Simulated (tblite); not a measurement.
# C6H14OSi: the cost of one run

Programs: tblite 0.8.0 and PySCF 2.14.0, with density-fitted response routines of our own. Each step states its level of theory. These are calculated values for one molecule in the gas phase, unless marked as measured. Atoms are numbered from 0 throughout.

### 1 The starting structure

22 atoms, charge 0, multiplicity 1; geometry from: force field or distance geometry start.

Bonds of the start (Å): C0–C1 1.54, C1–C2 1.54, C2–O3 1.41, C2–C4 1.53, C4–C5 1.59, C5–C6 1.55, C6–Si7 1.90, Si7–C4 1.91, C0–H8 1.09, C0–H9 1.09, C0–H10 1.09, C1–H11 1.09, C1–H12 1.08, C2–H13 1.09, O3–H14 0.98, C4–H15 1.10, C5–H16 1.10, C5–H17 1.11, C6–H18 1.10, C6–H19 1.09, Si7–H20 1.49, Si7–H21 1.49.

### 2 Geometry optimisation with GFN2-xTB

What the job is given:

```
{"job": {"kind": "relax", "xc": "GFN2-xTB", "basis": "xTB"}, "charge": 0, "multiplicity": 1}
C      3.075400     0.322900    -0.231000
C      1.588400     0.708900    -0.303100
C      0.731000    -0.198800     0.596700
O      1.130800    -0.057600     1.944700
C     -0.739100     0.211900     0.494600
C     -1.460700    -0.051800    -0.892800
C     -2.865800    -0.319400    -0.286300
Si    -1.994600    -1.006600     1.258700
H      3.222600    -0.715600    -0.541400
H      3.461800     0.441800     0.786600
H      3.646900     0.966900    -0.898900
H      1.488100     1.747700     0.021600
H      1.251100     0.647900    -1.324600
H      0.872400    -1.242700     0.298100
H      1.157600     0.891900     2.171100
H     -0.927300     1.228800     0.877200
H     -1.428900     0.809100    -1.572200
H     -1.051100    -0.909600    -1.456700
H     -3.446500     0.584700    -0.067100
H     -3.477900    -1.028900    -0.834400
H     -2.610800    -0.570800     2.543400
H     -1.633800    -2.441100     1.112600
```

Launch:

```console
$ OMP_NUM_THREADS=1 python probes_run.py task.json out
```

One launch serves the whole session: the jobs run in the order shown.

**Question.** How long does this first job take on 1 thread of Arm Neoverse N1, shared host?

About 1.4 s.
